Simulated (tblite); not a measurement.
# F12K3P2: the cost of one run

Computed with tblite 0.8.0 and PySCF 2.14.0 and routines of our own; the level stands in each step. Atoms count from 0.

### 1 The starting structure

17 atoms, charge 1, multiplicity 1; geometry from: force field, distance geometry or constructed start.

### 2 Relaxing the molecule with GFN2-xTB

The job: settings as JSON, then the geometry in Å.

```
{"job": {"kind": "relax", "xc": "GFN2-xTB", "basis": "xTB"}, "charge": 1, "multiplicity": 1}
F      1.908900    -2.943900     1.083300
P      1.030200    -1.562100     0.299300
F      1.232500    -0.489200     1.665400
F      0.675600    -2.528300    -0.912200
F     -0.240900    -2.107800     1.098600
F      1.995500    -0.828400    -0.851100
F      2.209300    -2.875000     0.210800
F     -3.027200    -0.789000    -2.742600
P     -1.589400    -0.695300    -1.657000
F     -2.439800     0.138000    -0.375400
F     -0.716000    -1.306000    -2.837200
F     -1.396700     0.756500    -2.281900
F     -1.285500    -2.177800    -0.940100
F     -2.613700    -1.619100    -2.758400
K     -0.002200     0.005100     0.000200
K      0.862300     1.654900    -0.348800
K     -1.102900     0.267100     1.524900
```

Launch:

```console
> OMP_NUM_THREADS=2 python large_run.py task.json out
```

One launch serves the whole session: the jobs run in the order shown.

Q: Estimate the wall time and peak memory of this first job on 2 threads of Arm Neoverse V2, shared host.

About 3.7 s, with a peak of 0.18 GiB.
